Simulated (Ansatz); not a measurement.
**C2H5F2In: a ladder of functionals and wavefunction methods**

How much do the methods differ for C2H5F2In? The plan is to run it at one geometry with functionals of several rungs and with coupled cluster, and see how far each lands from CCSD(T) at the basis-set limit for the atomisation energy.

Method: functionals in def2-TZVPP, the program's frozen cores in correlated methods; program: Ansatz 0.2.0, Gaussian basis.

Levels to be run: LDA (SPW92), PBE-D4, revPBE-D4, BLYP-D4, r2SCAN-D4, B97M-V, PBE0-D4, B3LYP-D4, r2SCANh-D4, r2SCAN0-D4, HSE06-D4, BHLYP-D4, CAM-B3LYP-D4, LC-ωPBE, ωB97X-V, ωB97M-V, B2PLYP, PBE-QIDH; CCSD(T)/def2-SVP; CCSD(T)/def2-TZVPP; MP2/def2-QZVPP; extrapolation to the limit; RPA on PBE.

2 further runs of the same task are left out: 2 for a known fault of the program. Runs told in other sessions of the task aren't counted.

### 1 The relaxed structure

An earlier PBE0-D4 in a triple-zeta def2 set relaxation fixed the geometry. In takes the def2 core potential; no spin-orbit term is included.

10 atoms, charge 0, spin multiplicity 1.

Atoms are counted from 1 here; the program's logs count them from 0.

Bond lengths: C1–C2 1.507 Å, C1–H6 1.094 Å, C1–H7 1.093 Å, C1–H8 1.092 Å, C2–F3 1.395 Å, C2–In4 2.174 Å, C2–H9 1.095 Å, In4–F5 1.974 Å, In4–H10 1.703 Å. Angles: C2–C1–H6 110.5°, C2–C1–H7 109.6°, C2–C1–H8 111.9°, H6–C1–H7 108.6°, H6–C1–H8 108.0°, H7–C1–H8 108.2°, C1–C2–F3 109.9°, C1–C2–In4 112.5°, C1–C2–H9 110.0°, F3–C2–In4 110.2°, F3–C2–H9 106.7°, In4–C2–H9 107.3°, C2–In4–F5 104.3°, C2–In4–H10 144.5°, F5–In4–H10 111.2°.

### 2 LDA

This LDA is Slater exchange with PW92 correlation.

File in.yaml:

```yaml
crystal:
  periodic: [false, false, false]
  atoms:
    - {symbol: C, position_ang: [-0.945190, -0.923744, 0.076008]}
    - {symbol: C, position_ang: [0.419566, -0.432452, 0.485098]}
    - {symbol: F, position_ang: [0.526248, -0.427552, 1.875881]}
    - {symbol: In, position_ang: [0.865112, 1.541162, -0.310137]}
    - {symbol: F, position_ang: [0.376130, 1.420956, -2.219289]}
    - {symbol: H, position_ang: [-1.110913, -1.942102, 0.440876]}
    - {symbol: H, position_ang: [-1.022202, -0.926371, -1.014094]}
    - {symbol: H, position_ang: [-1.741219, -0.289686, 0.472330]}
    - {symbol: H, position_ang: [1.190915, -1.115183, 0.113002]}
    - {symbol: H, position_ang: [1.441554, 3.094962, 0.080325]}
basis:
  gaussian: {orbitals: def2-TZVPP}
hamiltonian: {xc: lda}
output: {orbitals: {seedname: orbitals}}
```

Started as:

```bash
$ ansatz run in.yaml --threads 4 --pin off --events-out ev --progress --plain --max-ram 10444MiB
```

The runs that follow: PBE-D4 (GGA); revPBE-D4 (GGA); BLYP-D4 (GGA); r2SCAN-D4 (meta-GGA); B97M-V (meta-GGA); B3LYP-D4 (hybrid); r2SCANh-D4 (hybrid); r2SCAN0-D4 (hybrid); HSE06-D4 (hybrid); BHLYP-D4 (hybrid); CAM-B3LYP-D4 (range-separated); LC-ωPBE (range-separated); ωB97X-V (range-separated); ωB97M-V (range-separated); B2PLYP (double hybrid); PBE-QIDH (double hybrid); CCSD(T) in def2-SVP; CCSD(T) in def2-TZVPP; MP2 in def2-QZVPP; RPA on PBE orbitals.

**Question.** What will the summary of the whole plan be? Wanted: atomisation energy, CCSD(T)/CBS; farthest beyond LDA; mean size of error, GGA; mean size of error, meta-GGA; mean size of error, hybrid; mean size of error, range-separated; mean size of error, double hybrid; gap, smallest and largest; T1 diagnostic.

**Answer**, as computed:

```
                               quantity                                                                                                         value
        atomisation energy, CCSD(T)/CBS                                                                                                 3435.4 kJ/mol
 functionals within 34.4 kJ/mol (1.0 %)  BLYP-D4, r2SCAN-D4, B97M-V, PBE0-D4, B3LYP-D4, r2SCANh-D4, HSE06-D4, CAM-B3LYP-D4, LC-ωPBE, ωB97X-V, ωB97M-V
                    farthest beyond LDA                                                                                      BHLYP-D4 (-146.6 kJ/mol)
                mean size of error, GGA                                                                                                   41.2 kJ/mol
           mean size of error, meta-GGA                                                                                                    2.7 kJ/mol
             mean size of error, hybrid                                                                                                   51.7 kJ/mol
    mean size of error, range-separated                                                                                                    4.7 kJ/mol
      mean size of error, double hybrid                                                                                                   50.4 kJ/mol
              gap, smallest and largest                                                                     3.89 eV (LDA (SPW92)), 10.49 eV (LC-ωPBE)
                          T1 diagnostic                                                                                                        0.0145
triples share of the correlation energy                                                                                                         3.2 %
```

The LDA atomisation energy is off by 533.2 kJ/mol (16 %): it overbinds. PBE-D4 misses by +63.9 kJ/mol. Double hybrids carry the basis error of their MP2 part in triple zeta, and no dispersion term here, so their miss is partly the set-up's. The rungs meta-GGA, range-separated miss on average by less than the doubt on the reference (34.4 kJ/mol), so they tie. The reference freezes the cores and leaves out spin-orbit coupling and excitations past (T), and its outer-core shells are covered unevenly, so misses under about 34.4 kJ/mol can't be ranked. All levels share the lack of spin-orbit coupling, which lowers the free heavy atoms and so the true binding. Hartree-Fock recovers 71 % of the binding; the rest is correlation. CCSD(T) in def2-SVP is off by -198.7 kJ/mol, more than most functionals: a good method in a small basis is no reference. The gap grows from 3.9 to 10.5 eV across the functionals, mostly with the share of exact exchange. Correlated methods include outer-core shells of In, which these sets cover unevenly.
